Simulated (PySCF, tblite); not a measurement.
**2,3-dimethyl-1,4-pentadiene (C₇H₁₂): a rotation path, then NMR shifts on frames**

Aim: move 2,3-dimethyl-1,4-pentadiene (C₇H₁₂) (`C=C[C@@H](C)C(=C)C`) away from its starting geometry and see how NMR shifts follow the geometry.

Computed with tblite 0.8.0 and PySCF 2.14.0, with density-fitted response routines of our own, on a single molecule in the gas phase. Atoms count from 0, in the outputs and in this text.

**1. The starting structure**

19 atoms, charge 0, multiplicity 1; geometry from: GFN2-xTB.

Bonds of the start (Å): C0–C1 1.32, C1–C2 1.50, C2–C3 1.53, C2–C4 1.51, C4–C5 1.32, C4–C6 1.50, C0–H7 1.08, C0–H8 1.08, C1–H9 1.08, C2–H10 1.10, C3–H11 1.09, C3–H12 1.09, C3–H13 1.09, C5–H14 1.08, C5–H15 1.08, C6–H16 1.09, C6–H17 1.09, C6–H18 1.09.

**2. A band between two rotamers with GFN2-xTB**

What the job is given:

```
{"job": {"kind": "neb", "xc": "GFN2-xTB", "basis": "xTB", "atoms": [1, 2, 4, 6], "turn": 120}, "charge": 0, "multiplicity": 1}
C      2.246042     1.056639     0.510848
C      1.237074     0.240580     0.748751
C      0.374230    -0.387713    -0.310912
C      0.488826    -1.910047    -0.223530
C     -1.038323     0.134616    -0.148135
C     -2.037261    -0.565238     0.363169
C     -1.216005     1.552367    -0.604392
H      2.530494     1.331196    -0.492513
H      2.835280     1.484513     1.304776
H      0.969648    -0.021085     1.764430
H      0.738979    -0.066522    -1.293769
H      0.254021    -2.259912     0.778845
H     -0.188380    -2.383281    -0.930619
H      1.507134    -2.213349    -0.457977
H     -3.021157    -0.138235     0.466151
H     -1.933467    -1.582783     0.694297
H     -2.207123     1.923600    -0.357514
H     -1.079287     1.620291    -1.683991
H     -0.470530     2.193614    -0.135377
```

Method: GFN2-xTB climbing-image nudged elastic band, gas phase.

The run is started by

```
$ OMP_NUM_THREADS=1 python probes_run.py task.json out
```

This one command runs all jobs of the session in turn.

Log:

```text
image   E - E0 / eV
  0       0.0000
  1       0.0023
  2       0.0085
  3       0.0171
  4       0.0313
  5       0.0422
  6       0.0457
  7       0.0439
  8       0.0346
```

It took 3.3 s on 1 thread of Intel Xeon Platinum 8375C at 2.90GHz, shared host; peak memory 0.19 GiB.

The final band, with the dihedral C1–C2–C4–C6:

| image | dihedral (°) | energy (eV) | energy (kcal/mol) |
| --- | --- | --- | --- |
| 0 | 74 | 0.000 | 0.0 |
| 1 | 89 | 0.002 | 0.1 |
| 2 | 104 | 0.008 | 0.2 |
| 3 | 119 | 0.017 | 0.4 |
| 4 | 135 | 0.031 | 0.7 |
| 5 | 150 | 0.042 | 1.0 |
| 6 | 164 | 0.046 | 1.1 |
| 7 | 179 | 0.044 | 1.0 |
| 8 | 193 | 0.035 | 0.8 |

**3. Shielding tensors: image 0, PBE0/pcSseg-1**

What the job is given:

```
{"job": {"kind": "nmr", "xc": "PBE0", "basis": "pcSseg-1", "pop": false}, "charge": 0, "multiplicity": 1}
C      2.246000     1.056600     0.510800
C      1.237100     0.240600     0.748800
C      0.374200    -0.387700    -0.310900
C      0.488800    -1.910000    -0.223500
C     -1.038300     0.134600    -0.148100
C     -2.037300    -0.565200     0.363200
C     -1.216000     1.552400    -0.604400
H      2.530500     1.331200    -0.492500
H      2.835300     1.484500     1.304800
H      0.969600    -0.021100     1.764400
H      0.739000    -0.066500    -1.293800
H      0.254000    -2.259900     0.778800
H     -0.188400    -2.383300    -0.930600
H      1.507100    -2.213300    -0.458000
H     -3.021200    -0.138200     0.466200
H     -1.933500    -1.582800     0.694300
H     -2.207100     1.923600    -0.357500
H     -1.079300     1.620300    -1.684000
H     -0.470500     2.193600    -0.135400
```

With the program's defaults for keys left out, this is: GIAO PBE0/pcSseg-1 NMR shielding, non-relativistic, gas phase.

Log:

```text
coarse grid: 15048 points
cycle   1  E = -273.4477407894  dE =  6.825e-01  |g| = 4.507e-01  |ddm| = 3.755e+00
cycle   2  E = -273.4504444873  dE = -2.704e-03  |g| = 4.506e-01  |ddm| = 8.060e-01
cycle   3  E = -273.5043415504  dE = -5.390e-02  |g| = 2.399e-02  |ddm| = 4.186e-01
cycle   4  E = -273.5043395826  dE =  1.968e-06  |g| = 2.430e-02  |ddm| = 4.526e-02
cycle   5  E = -273.5044883169  dE = -1.487e-04  |g| = 3.845e-03  |ddm| = 2.286e-02
cycle   6  E = -273.5044915843  dE = -3.267e-06  |g| = 1.093e-03  |ddm| = 3.631e-03
final grid: 142920 points
cycle   7  E = -273.5489477360  dE = -6.011e-05  |g| = 8.929e-03  |ddm| = 4.604e-02
cycle   8  E = -273.5489449679  dE =  2.768e-06  |g| = 9.517e-03  |ddm| = 1.727e-02
cycle   9  E = -273.5489687406  dE = -2.377e-05  |g| = 1.313e-03  |ddm| = 9.594e-03
cycle  10  E = -273.5489691547  dE = -4.141e-07  |g| = 3.148e-04  |ddm| = 1.362e-03
cycle  11  E = -273.5489691778  dE = -2.311e-08  |g| = 8.090e-05  |ddm| = 2.840e-04
cycle  12  E = -273.5489691793  dE = -1.495e-09  |g| = 2.160e-05  |ddm| = 8.855e-05
cycle  13  E = -273.5489691794  dE = -1.093e-10  |g| = 4.007e-06  |ddm| = 2.288e-05
converged SCF energy = -273.5489691794

GIAO shielding tensors (ppm)
atom      isotropic    diamagn.    paramagn.     s11        s22        s33       span
  0 C       65.751     254.300    -188.549    -45.479     85.499    157.232    202.711
  1 C       32.403     257.707    -225.304    -87.732     45.338    139.605    227.337
  2 C      136.070     245.814    -109.743    121.497    140.356    146.359     24.862
  3 C      165.896     247.965     -82.069    151.737    161.973    183.979     32.242
  4 C       29.436     262.279    -232.843    -92.588     23.006    157.890    250.478
  5 C       73.171     253.495    -180.324    -28.544     89.639    158.420    186.964
  6 C      160.711     246.646     -85.935    140.641    154.775    186.716     46.075
  7 H       26.335      32.179      -5.844     22.514     25.951     30.541      8.027
  8 H       26.459      29.462      -3.003     23.401     25.457     30.519      7.118
  9 H       26.026      33.319      -7.294     23.074     25.640     29.362      6.288
 10 H       29.262      34.514      -5.253     26.165     29.445     32.175      6.010
 11 H       30.426      31.887      -1.461     27.207     28.611     35.460      8.252
 12 H       30.497      31.140      -0.643     26.512     27.979     36.999     10.487
 13 H       30.504      29.982       0.522     26.092     28.688     36.731     10.639
 14 H       26.536      31.232      -4.696     24.292     25.036     30.279      5.988
 15 H       26.705      33.269      -6.564     24.062     24.619     31.434      7.372
 16 H       29.985      30.135      -0.150     25.810     28.603     35.541      9.731
 17 H       30.020      29.910       0.110     26.375     28.056     35.629      9.254
 18 H       29.444      30.615      -1.170     24.643     30.397     33.294      8.651
```

Run time: 22 s. Hardware: 1 thread of Intel Xeon Platinum 8375C at 2.90GHz, shared host; peak memory 0.83 GiB.

Shifts follow as δ = σ(reference) − σ, with reference shieldings (ppm) from runs at the same level and on the same kind of geometry: 1H TMS 31.72, 13C TMS 186.9. The references are single molecules in the gas phase. Each atom is listed at this fixed geometry, with no averaging over motion; a spectrum would average atoms that exchange fast.

| atoms | environment | σ (ppm) | δ (ppm) |
| --- | --- | --- | --- |
| C4 | fully substituted alkene carbon | 29.4 | 157.5 |
| C1 | alkene CH | 32.4 | 154.5 |
| C0 | terminal =CH2 carbon | 65.8 | 121.2 |
| C5 | terminal =CH2 carbon | 73.2 | 113.8 |
| C2 | allylic sp3 CH | 136.1 | 50.9 |
| C6 | allylic methyl carbon | 160.7 | 26.2 |
| C3 | methyl carbon | 165.9 | 21.0 |
| H9 | hydrogen on an alkene CH | 26.03 | 5.69 |
| H7 | hydrogen on a terminal =CH2 carbon | 26.34 | 5.38 |
| H8 | hydrogen on a terminal =CH2 carbon | 26.46 | 5.26 |
| H14 | hydrogen on a terminal =CH2 carbon | 26.54 | 5.18 |
| H15 | hydrogen on a terminal =CH2 carbon | 26.71 | 5.01 |
| H10 | hydrogen on an allylic sp3 CH | 29.26 | 2.46 |
| H18 | hydrogen on an allylic methyl carbon | 29.44 | 2.27 |
| H16 | hydrogen on an allylic methyl carbon | 29.98 | 1.73 |
| H17 | hydrogen on an allylic methyl carbon | 30.02 | 1.70 |
| H11 | hydrogen on a methyl carbon | 30.43 | 1.29 |
| H12 | hydrogen on a methyl carbon | 30.50 | 1.22 |
| H13 | hydrogen on a methyl carbon | 30.50 | 1.21 |

**4. NMR shieldings: image 3, PBE0/pcSseg-1**

What the job is given:

```
{"job": {"kind": "nmr", "xc": "PBE0", "basis": "pcSseg-1", "pop": false}, "charge": 0, "multiplicity": 1}
C      2.272600     0.874700     0.950000
C      1.243200     0.051200     0.929700
C      0.425100    -0.255500    -0.291300
C      0.479900    -1.756100    -0.599700
C     -0.995600     0.238000    -0.082500
C     -1.774700    -0.191300     0.897500
C     -1.452900     1.274400    -1.062500
H      2.605400     1.386200     0.060900
H      2.832200     1.074100     1.848600
H      0.923400    -0.453400     1.831200
H      0.853600     0.277700    -1.145800
H      0.152100    -2.339800     0.256200
H     -0.159200    -1.989500    -1.448500
H      1.501200    -2.043400    -0.843400
H     -2.774500     0.186800     1.035800
H     -1.458800    -0.935600     1.607300
H     -2.441900     1.645700    -0.807500
H     -1.485900     0.853600    -2.068000
H     -0.755400     2.111300    -1.075100
```

With the program's defaults for keys left out, this is: GIAO PBE0/pcSseg-1 NMR shielding, non-relativistic, gas phase.

Log:

```text
coarse grid: 15048 points
cycle   1  E = -273.4439928023  dE =  6.770e-01  |g| = 4.531e-01  |ddm| = 3.743e+00
cycle   2  E = -273.4465198905  dE = -2.527e-03  |g| = 4.542e-01  |ddm| = 8.210e-01
cycle   3  E = -273.5013638736  dE = -5.484e-02  |g| = 2.394e-02  |ddm| = 4.252e-01
cycle   4  E = -273.5013404378  dE =  2.344e-05  |g| = 2.604e-02  |ddm| = 4.658e-02
cycle   5  E = -273.5015112880  dE = -1.709e-04  |g| = 3.483e-03  |ddm| = 2.390e-02
cycle   6  E = -273.5015139298  dE = -2.642e-06  |g| = 9.706e-04  |ddm| = 3.589e-03
final grid: 142920 points
cycle   7  E = -273.5460365251  dE = -5.021e-05  |g| = 9.070e-03  |ddm| = 3.892e-02
cycle   8  E = -273.5460318015  dE =  4.724e-06  |g| = 1.000e-02  |ddm| = 1.816e-02
cycle   9  E = -273.5460580654  dE = -2.626e-05  |g| = 1.720e-03  |ddm| = 1.043e-02
cycle  10  E = -273.5460588045  dE = -7.392e-07  |g| = 2.179e-04  |ddm| = 1.558e-03
cycle  11  E = -273.5460588152  dE = -1.072e-08  |g| = 6.630e-05  |ddm| = 2.136e-04
cycle  12  E = -273.5460588162  dE = -1.010e-09  |g| = 1.875e-05  |ddm| = 7.279e-05
cycle  13  E = -273.5460588163  dE = -8.515e-11  |g| = 2.307e-06  |ddm| = 1.925e-05
converged SCF energy = -273.5460588163

GIAO shielding tensors (ppm)
atom      isotropic    diamagn.    paramagn.     s11        s22        s33       span
  0 C       70.495     253.920    -183.425    -35.349     89.776    157.059    192.408
  1 C       32.955     257.743    -224.788    -87.846     46.044    140.666    228.512
  2 C      136.373     245.185    -108.812    125.478    135.888    147.755     22.277
  3 C      161.635     247.249     -85.614    143.457    158.583    182.864     39.408
  4 C       26.196     262.819    -236.624    -99.743     22.854    155.475    255.218
  5 C       72.099     253.886    -181.787    -36.386     93.232    159.452    195.838
  6 C      158.325     246.536     -88.211    134.308    154.846    185.819     51.511
  7 H       26.553      32.296      -5.742     23.239     25.694     30.726      7.487
  8 H       26.696      29.388      -2.692     24.030     25.299     30.760      6.730
  9 H       25.596      33.599      -8.003     22.730     24.889     29.168      6.437
 10 H       29.429      35.372      -5.943     26.942     29.283     32.062      5.120
 11 H       30.523      31.529      -1.006     26.972     29.397     35.201      8.228
 12 H       30.463      30.795      -0.332     26.402     28.568     36.417     10.015
 13 H       30.613      30.218       0.395     26.487     28.299     37.053     10.566
 14 H       26.412      31.314      -4.902     23.977     25.222     30.038      6.061
 15 H       26.710      33.450      -6.739     23.340     25.127     31.664      8.323
 16 H       29.929      29.860       0.069     25.838     28.428     35.522      9.683
 17 H       29.640      29.762      -0.122     26.012     28.204     34.703      8.691
 18 H       29.767      30.488      -0.722     25.793     29.011     34.495      8.703
```

Run time: 22 s. Hardware: 1 thread of Intel Xeon Platinum 8375C at 2.90GHz, shared host; peak memory 0.85 GiB.

In short: δ C4 160.7, C1 154.0, C0 116.4, C5 114.8, H9 6.12, H14 5.30 ppm.

[end of part 1 of 2]
